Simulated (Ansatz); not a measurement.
# FGeHS: one species, many methods

An exercise on one series of results from a longer session: the logs are not shown, and one member is left open.

The runs use Ansatz 0.2.0, Gaussian basis; functionals in def2-TZVPP, the program's frozen cores in correlated methods.

Plan: LDA (SPW92), PBE-D4, revPBE-D4, BLYP-D4, r2SCAN-D4, B97M-V, PBE0-D4, B3LYP-D4, r2SCANh-D4, r2SCAN0-D4, HSE06-D4, BHLYP-D4, CAM-B3LYP-D4, LC-ωPBE, ωB97X-V, ωB97M-V, B2PLYP, PBE-QIDH; CCSD(T)/def2-SVP; CCSD(T)/def2-TZVPP; CCSD(T)/def2-QZVPP; extrapolation to the limit; RPA on PBE.

### The geometry

The geometry comes from an earlier relaxation with PBE0-D4 in a triple-zeta def2 set; it is a stationary point.

4 atoms, charge 0, spin multiplicity 1.

Atoms are counted from 1 here; the program's logs count them from 0.

Bond lengths: F1–Ge2 1.757 Å, Ge2–S3 2.235 Å, S3–H4 1.345 Å. Angles: F1–Ge2–S3 95.2°, Ge2–S3–H4 92.2°.

Set-up of the first run:

Contents of in.yaml:

```yaml
crystal:
  periodic: [false, false, false]
  atoms:
    - {symbol: F, position_ang: [-1.910853, 0.471427, 0.574614]}
    - {symbol: Ge, position_ang: [-0.304096, -0.064244, 1.041916]}
    - {symbol: S, position_ang: [0.531545, -0.027429, -1.030755]}
    - {symbol: H, position_ang: [1.739004, -0.440054, -0.605975]}
basis:
  gaussian: {orbitals: def2-TZVPP}
hamiltonian: {xc: lda}
output: {orbitals: {seedname: orbitals}}
```

On the command line:

```sh
ansatz run in.yaml --threads 4 --pin off --events-out ev --progress --plain --max-ram 10444MiB
```

Steps of the session up to this table: LDA; PBE-D4 (GGA); revPBE-D4 (GGA); BLYP-D4 (GGA); r2SCAN-D4 (meta-GGA); B97M-V (meta-GGA); PBE0-D4 (hybrid); B3LYP-D4 (hybrid); r2SCANh-D4 (hybrid); r2SCAN0-D4 (hybrid); HSE06-D4 (hybrid); BHLYP-D4 (hybrid); CAM-B3LYP-D4 (range-separated); LC-ωPBE (range-separated); ωB97X-V (range-separated); ωB97M-V (range-separated); B2PLYP (double hybrid); PBE-QIDH (double hybrid).

One table of the session follows, with a row left open; its other results are not shown here.

It belongs to the step «Frontier levels by functional». 

| functional | HOMO (eV) | LUMO (eV) | gap (eV) |
| --- | --- | --- | --- |
| LDA (SPW92) | -6.69 | -3.40 | 3.29 |
| PBE-D4 | -6.50 | -3.16 | 3.34 |
| revPBE-D4 | -6.44 | -3.08 | 3.37 |
| BLYP-D4 | -6.37 | -3.06 | 3.31 |
| r2SCAN-D4 | -6.80 | -3.14 | 3.66 |
| B97M-V | -6.76 | -3.03 | 3.73 |
| PBE0-D4 | -7.62 | -2.44 | 5.17 |
| B3LYP-D4 | -7.43 | -2.65 | 4.77 |
| r2SCANh-D4 | -7.20 | -2.86 | 4.35 |
| r2SCAN0-D4 | ? | ? | ? |
| HSE06-D4 | -7.22 | -2.82 | 4.41 |
| BHLYP-D4 | -8.59 | -1.63 | 6.96 |
| CAM-B3LYP-D4 | -8.87 | -1.43 | 7.44 |
| LC-ωPBE | -10.12 | -0.34 | 9.78 |
| ωB97X-V | -9.79 | -0.40 | 9.39 |
| ωB97M-V | -9.66 | -0.48 | 9.18 |

**Question.** Estimate the row for r2SCAN0-D4.

Worked estimate for «HOMO (eV)». Against the share of exact exchange, r2SCAN-D4 (0, -6.80), r2SCANh-D4 (0.1, -7.20) give a slope of -4.00 per unit share; at 0.25 the line stands at -7.80.

The run gave: HOMO (eV): -7.81; LUMO (eV): -2.44; gap (eV): 5.37. In «HOMO (eV)» the line misses by +0.01.
